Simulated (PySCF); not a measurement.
# C4H5AlO: the cost of one run

Computed with PySCF 2.14.0 and routines of our own; the level stands in each step. Atoms count from 0.

### Step 1. The starting structure

11 atoms, charge 0, multiplicity 1; geometry from: GFN2-xTB.

### Step 2. Geometry optimisation at PBE0-D3(BJ)/def2-SVP

Job settings and geometry (Å):

```
{"job": {"xc": "PBE0", "basis": "def2-SVP", "d3": "d3bj", "grid": 1, "kind": "geom"}, "charge": 0, "multiplicity": 1}
Al     2.117021     0.441038    -0.176388
C      0.562586    -0.538246     0.506848
C     -0.637668    -1.083505     0.856644
C     -1.670017    -0.391169     0.171640
C     -1.071870     0.563501    -0.583492
O      0.256457     0.510442    -0.413738
H      2.614536     1.704392     0.560855
H      2.808539    -0.024085    -1.476992
H     -0.780568    -1.899242     1.538490
H     -2.722257    -0.585513     0.239780
H     -1.471334     1.305059    -1.249610
```

On the command line:

```console
$ OMP_NUM_THREADS=1 python excited_run.py task.json out
```

The driver reads the jobs from task.json and runs them one after another.

**Question.** How long does this first job take on 1 thread of Arm Neoverse V1, shared host, and how much memory does it need?

About 41 s, with a peak of 0.59 GiB.
